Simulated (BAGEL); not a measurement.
# Si2H5O2 (SMILES O[Si](O)[SiH3]) at UHF/STO-3G (density fitting with qzvpp-jkfit)

Aim: the vertical ionisation energy of Si2H5O2 at UHF/STO-3G (density fitting with qzvpp-jkfit), from 2 runs. 

The results are computed with BAGEL 1.2.2.

3 further runs of the same task are left out: 2 that didn't finish, 1 set aside as unsound or not needed. Runs told in other sessions of the task aren't counted.

## 1. Starting point

Si2H5O2 has 9 atoms, charge 0, and is taken as a doublet. SMILES: `O[Si](O)[SiH3]`. The coordinates come from a PBE0-D4/def2-TZVP relaxation. This is one conformer, not always the lowest.

Bond lengths: O1–Si2 1.659 Å, Si2–O3 1.645 Å, Si2–Si4 2.364 Å, O1–H5 0.959 Å, O3–H6 0.960 Å, Si4–H7 1.489 Å, Si4–H8 1.487 Å, Si4–H9 1.490 Å. Some angles: O1–Si2–O3 105.6°, O1–Si2–Si4 113.7°, O3–Si2–Si4 106.6°, Si2–O1–H5 116.8°, Si2–O3–H6 117.0°, Si2–Si4–H7 107.2°, Si2–Si4–H8 108.6°, Si2–Si4–H9 114.2°, H7–Si4–H8 108.5°, H7–Si4–H9 108.8°.

## 2. The energy at UHF/STO-3G (density fitting with qzvpp-jkfit)

input.json reads:

```json
{ "bagel": [

{
  "title": "molecule",
  "basis": "sto-3g",
  "df_basis": "qzvpp-jkfit",
  "angstrom": "true",
  "geometry": [
    { "atom": "O", "xyz": [      -1.122100,       1.622400,      -0.267400 ] },
    { "atom": "Si", "xyz": [       0.024100,       0.532200,      -0.765800 ] },
    { "atom": "O", "xyz": [       1.473200,       1.273800,      -0.525800 ] },
    { "atom": "Si", "xyz": [       0.064300,      -1.456500,       0.512100 ] },
    { "atom": "H", "xyz": [      -2.020300,       1.474300,      -0.569100 ] },
    { "atom": "H", "xyz": [       1.506200,       2.222300,      -0.671000 ] },
    { "atom": "H", "xyz": [      -1.268600,      -2.103300,       0.362600 ] },
    { "atom": "H", "xyz": [       1.095600,      -2.365000,      -0.054900 ] },
    { "atom": "H", "xyz": [       0.336100,      -1.246500,       1.962200 ] }
  ]
},

{ "title": "uhf", "nopen": 1 },

{ "title": "print", "file": "orbitals.molden", "orbitals": "true" }

]}
```

The run is started by

```sh
$ BAGEL_NUM_THREADS=1 BAGEL input.json > input.out
```

Standard output:

```text
* using 1 threads per process

  ===============================================================
  ===============================================================

  *** Geometry ***

  { "atom" : "O", "xyz" : [     -2.120462,      3.065892,     -0.505313 ] },
  { "atom" : "Si", "xyz" : [      0.045542,      1.005712,     -1.447152 ] },
  { "atom" : "O", "xyz" : [      2.783945,      2.407133,     -0.993618 ] },
  { "atom" : "Si", "xyz" : [      0.121509,     -2.752386,      0.967729 ] },
  { "atom" : "H", "xyz" : [     -3.817814,      2.786023,     -1.075443 ] },
  { "atom" : "H", "xyz" : [      2.846305,      4.199538,     -1.268006 ] },
  { "atom" : "H", "xyz" : [     -2.397307,     -3.974661,      0.685215 ] },
  { "atom" : "H", "xyz" : [      2.070384,     -4.469202,     -0.103746 ] },
  { "atom" : "H", "xyz" : [      0.635137,     -2.355544,      3.708021 ] },

  Number of auxiliary basis functions:      500

  Since a DF basis is specified, we compute 2- and 3-index integrals:
    o Being stored without compression. Storage requirement is 0.004 GB

  Number of basis functions:       33
  Number of electrons      :       49

    * METHOD: MOLECULE                             0.21

  *** Open-shell HF ***

  === Nuclear Repulsion ===
   215.9347796763

      * DIIS with orbital gradients will be used.

  === UHF iteration (sto-3g) ===
      0       -721.67388213          0.03129423           0.06
      1       -721.76958779          0.00847541           0.06
      2       -721.77843876          0.00255928           0.06
      3       -721.77959219          0.00090330           0.06
      4       -721.78008880          0.00027105           0.06
      5       -721.78016423          0.00004957           0.06
      6       -721.78017244          0.00001747           0.06
      7       -721.78017445          0.00000719           0.06
      8       -721.78017479          0.00000306           0.06
      9       -721.78017484          0.00000085           0.06
     10       -721.78017484          0.00000038           0.06
     11       -721.78017485          0.00000015           0.06
     12       -721.78017485          0.00000007           0.06
     13       -721.78017485          0.00000003           0.06
     14       -721.78017485          0.00000001           0.06
     15       -721.78017485          0.00000000           0.06
    * SCF iteration converged.

    * S^2 (UHF) is 0.7558

    * Permanent dipole moment:
           (    0.557861,    -0.046581,     0.654694) a.u.

    * METHOD: UHF                                  1.04

    * METHOD: PRINT                                0.00

  ===============================================================
```

Wall time 1.4 s (1 thread of Arm Neoverse V1, shared host).

## 3. The singlet cation, same level

input.json reads:

```json
{ "bagel" : [

{
  "title" : "molecule",
  "basis" : "sto-3g",
  "df_basis" : "qzvpp-jkfit",
  "angstrom" : true,
  "geometry" : [
    { "atom" : "O", "xyz" : [      -1.122100,       1.622400,      -0.267400 ] },
    { "atom" : "Si", "xyz" : [       0.024100,       0.532200,      -0.765800 ] },
    { "atom" : "O", "xyz" : [       1.473200,       1.273800,      -0.525800 ] },
    { "atom" : "Si", "xyz" : [       0.064300,      -1.456500,       0.512100 ] },
    { "atom" : "H", "xyz" : [      -2.020300,       1.474300,      -0.569100 ] },
    { "atom" : "H", "xyz" : [       1.506200,       2.222300,      -0.671000 ] },
    { "atom" : "H", "xyz" : [      -1.268600,      -2.103300,       0.362600 ] },
    { "atom" : "H", "xyz" : [       1.095600,      -2.365000,      -0.054900 ] },
    { "atom" : "H", "xyz" : [       0.336100,      -1.246500,       1.962200 ] }
  ]
},

{
  "title" : "hf",
  "charge" : 1
},

{
  "title" : "print",
  "file" : "orbitals.molden",
  "orbitals" : true
}

]}
```

The run is started by

```sh
$ BAGEL_NUM_THREADS=1 BAGEL input.json > input.out
```

Standard output:

```text
* using 1 threads per process

  ===============================================================
  ===============================================================

  *** Geometry ***

  { "atom" : "O", "xyz" : [     -2.120462,      3.065892,     -0.505313 ] },
  { "atom" : "Si", "xyz" : [      0.045542,      1.005712,     -1.447152 ] },
  { "atom" : "O", "xyz" : [      2.783945,      2.407133,     -0.993618 ] },
  { "atom" : "Si", "xyz" : [      0.121509,     -2.752386,      0.967729 ] },
  { "atom" : "H", "xyz" : [     -3.817814,      2.786023,     -1.075443 ] },
  { "atom" : "H", "xyz" : [      2.846305,      4.199538,     -1.268006 ] },
  { "atom" : "H", "xyz" : [     -2.397307,     -3.974661,      0.685215 ] },
  { "atom" : "H", "xyz" : [      2.070384,     -4.469202,     -0.103746 ] },
  { "atom" : "H", "xyz" : [      0.635137,     -2.355544,      3.708021 ] },

  Number of auxiliary basis functions:      500

  Since a DF basis is specified, we compute 2- and 3-index integrals:
    o Being stored without compression. Storage requirement is 0.004 GB

  Number of basis functions:       33
  Number of electrons      :       49

    * METHOD: MOLECULE                             0.20

  *** RHF ***

  === Nuclear Repulsion ===
   215.9347796763

      * DIIS with orbital gradients will be used.

  === RHF iteration (sto-3g) ===
      0       -721.50058389          0.01808996           0.03
      1       -721.60592399          0.00870726           0.03
      2       -721.62789252          0.00100428           0.03
      3       -721.62865918          0.00029009           0.03
      4       -721.62873532          0.00013530           0.03
      5       -721.62875305          0.00005493           0.03
      6       -721.62875618          0.00001522           0.03
      7       -721.62875643          0.00000511           0.03
      8       -721.62875646          0.00000190           0.03
      9       -721.62875647          0.00000077           0.03
     10       -721.62875647          0.00000034           0.03
     11       -721.62875647          0.00000014           0.03
     12       -721.62875647          0.00000007           0.03
     13       -721.62875647          0.00000002           0.03
     14       -721.62875647          0.00000001           0.03
     15       -721.62875647          0.00000000           0.03
    * SCF iteration converged.

    * Permanent dipole moment:
           (    0.683708,    -0.118008,     1.066961) a.u.

    * METHOD: HF                                   0.54

    * METHOD: PRINT                                0.00

  ===============================================================
```

It took 0.87 s on 1 thread of Arm Neoverse V1, shared host.

## 4. Results

Level: UHF/STO-3G (density fitting with qzvpp-jkfit).

| quantity | value |
| --- | --- |
| doublet Si2H5O2: total energy | -721.78017 Eh |
| doublet Si2H5O2: dipole moment | 2.19 D |
| doublet Si2H5O2: ⟨S²⟩ | 0.756 |
| singlet cation: total energy | -721.62876 Eh |
| singlet cation: HOMO energy | -15.37 eV |
| singlet cation: LUMO energy | -3.23 eV |
| singlet cation: HOMO–LUMO gap | 12.14 eV |
| vertical ionisation energy (to the singlet cation) | 4.120 eV |

The vertical ionisation energy comes to 4.12 eV (95 kcal/mol). In a minimal basis such a difference can be off by several eV, whatever the method.
